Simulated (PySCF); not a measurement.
# C10H19N: the cost of one run

Programs: PySCF 2.14.0, with routines of our own; each step states its level. All values are computed. Atoms count from 0.

### 1 The starting structure

30 atoms, charge 0, multiplicity 1; geometry from: GFN2-xTB.

### 2 Geometry optimisation at PBE0-D3(BJ)/def2-SVP

Job settings and geometry (Å):

```
{"job": {"xc": "PBE0", "basis": "def2-SVP", "d3": "d3bj", "grid": 2, "kind": "geom"}, "charge": 0, "multiplicity": 1}
C      2.703256    -0.652126     0.007060
N      1.590666     0.196530     0.377480
C      1.986601     1.234743     1.295763
C      0.615986     0.437916    -0.592957
C      0.095622    -0.543662    -1.348793
C     -0.081563    -1.953714    -0.896796
C     -1.492235    -1.985673    -0.265118
C     -1.741918    -0.817175     0.704436
C     -2.216012     0.505253     0.055492
C     -1.300912     1.724560     0.253223
C     -0.060144     1.777002    -0.668014
H      2.886113    -1.402286     0.781987
H      3.619821    -0.059983    -0.114406
H      2.494654    -1.155419    -0.933254
H      2.649455     1.984947     0.837392
H      1.116989     1.739094     1.708258
H      2.529403     0.768911     2.121011
H     -0.569902    -0.254564    -2.150013
H      0.646847    -2.229950    -0.137455
H     -0.030010    -2.676822    -1.714051
H     -2.243308    -1.962407    -1.057829
H     -1.615547    -2.928124     0.275116
H     -2.508596    -1.139538     1.413689
H     -0.831102    -0.640632     1.276880
H     -2.386475     0.357419    -1.010390
H     -3.183479     0.768310     0.492391
H     -0.983195     1.747279     1.297797
H     -1.891055     2.627975     0.075991
H      0.576936     2.612620    -0.376185
H     -0.394917     1.948077    -1.692199
```

On the command line:

```sh
OMP_NUM_THREADS=1 python excited_run.py task.json out
```

The driver reads the jobs from task.json and runs them one after another.

**Question.** How long does this first job take on 1 thread of Arm Neoverse V1, shared host, and how much memory does it need?

About 7.4 min, with a peak of 1.2 GiB.
